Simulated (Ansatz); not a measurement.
# C₂H₈OSSi: up Jacob's ladder to CCSD(T)

One table from this session's results is given with a row withheld; the runs are named, their logs left out.

Method: functionals in def2-TZVPP, the program's frozen cores in correlated methods; program: Ansatz 0.2.0, Gaussian basis.

Levels to be run: PBE-D4, r2SCAN-D4, PBE0-D4, B3LYP-D4, ωB97X-V, ωB97M-V, B2PLYP; CCSD(T)/def2-TZVPP; MP2/def2-QZVPP; extrapolation to the limit.

## Structure used throughout

The geometry comes from an earlier relaxation with PBE0-D4 in a triple-zeta def2 set; it is a stationary point, not always the lowest conformer.

SMILES `CO[SiH](C)S`, 13 atoms, charge 0, spin multiplicity 1.

Atoms are counted from 1 here; the program's logs count them from 0.

Bond lengths: C1–O2 1.408 Å, C1–H6 1.097 Å, C1–H7 1.091 Å, C1–H8 1.095 Å, O2–Si3 1.640 Å, Si3–C4 1.850 Å, Si3–S5 2.147 Å, Si3–H9 1.489 Å, C4–H10 1.092 Å, C4–H11 1.092 Å, C4–H12 1.092 Å, S5–H13 1.342 Å. Angles: O2–C1–H6 111.5°, O2–C1–H7 108.3°, O2–C1–H8 111.1°, H6–C1–H7 108.4°, H6–C1–H8 108.7°, H7–C1–H8 108.7°, C1–O2–Si3 123.7°, O2–Si3–C4 106.7°, O2–Si3–S5 112.5°, O2–Si3–H9 109.2°, C4–Si3–S5 108.4°, C4–Si3–H9 113.7°, S5–Si3–H9 106.4°, Si3–C4–H10 110.7°, Si3–C4–H11 110.5°, Si3–C4–H12 110.2°, H10–C4–H11 108.4°, H10–C4–H12 108.8° and more.

Set-up of the first run:

in.yaml

```yaml
crystal:
  periodic: [false, false, false]
  atoms:
    - {symbol: C, position_ang: [0.397125, -2.085144, -0.261522]}
    - {symbol: O, position_ang: [0.314699, -0.755685, -0.716504]}
    - {symbol: Si, position_ang: [-0.346431, 0.464527, 0.156728]}
    - {symbol: C, position_ang: [-0.108291, 2.012715, -0.827954]}
    - {symbol: S, position_ang: [0.606509, 0.719799, 2.063300]}
    - {symbol: H, position_ang: [-0.593356, -2.490862, -0.022665]}
    - {symbol: H, position_ang: [0.836149, -2.691804, -1.054985]}
    - {symbol: H, position_ang: [1.031333, -2.159243, 0.628425]}
    - {symbol: H, position_ang: [-1.773400, 0.147507, 0.439231]}
    - {symbol: H, position_ang: [-0.616451, 2.854169, -0.353128]}
    - {symbol: H, position_ang: [0.954103, 2.253141, -0.911665]}
    - {symbol: H, position_ang: [-0.508354, 1.883297, -1.836010]}
    - {symbol: H, position_ang: [-0.193644, -0.152417, 2.696760]}
basis:
  gaussian: {orbitals: def2-TZVPP}
hamiltonian: {xc: pbe, dispersion: d4}
output: {forces: true, orbitals: {seedname: orbitals}}
```

On the command line:

```
ansatz run in.yaml --threads 2 --pin off --events-out ev --progress --plain --max-ram 32768MiB --backend cuda --devices 0, --max-vram 18GiB
```

Among the steps run: PBE-D4 (GGA); r2SCAN-D4 (meta-GGA); PBE0-D4 (hybrid); B3LYP-D4 (hybrid); ωB97X-V (range-separated); ωB97M-V (range-separated); B2PLYP (double hybrid); CCSD(T) in def2-TZVPP; MP2 in def2-QZVPP.

One table of the session follows, with a row left open; its other results are not shown here.

It belongs to the step «Atomisation energies». 

```
            method  atomisation energy (kJ/mol)
            PBE-D4                       4805.9
         r2SCAN-D4                       4766.6
           PBE0-D4                       4746.2
          B3LYP-D4                       4748.0
           ωB97X-V                       4774.1
           ωB97M-V                       4775.3
            B2PLYP                            ?
     HF/def2-TZVPP                       3521.3
    MP2/def2-TZVPP                       4689.2
   CCSD/def2-TZVPP                       4578.6
CCSD(T)/def2-TZVPP                       4639.1
           MP2/CBS                       4812.5
       CCSD(T)/CBS                       4762.5
```

Estimate the missing values for B2PLYP.

The run gave: atomisation energy (kJ/mol): 4696.3. In the column «atomisation energy (kJ/mol)» it lies between MP2/def2-TZVPP (4689.2) and PBE0-D4 (4746.2).
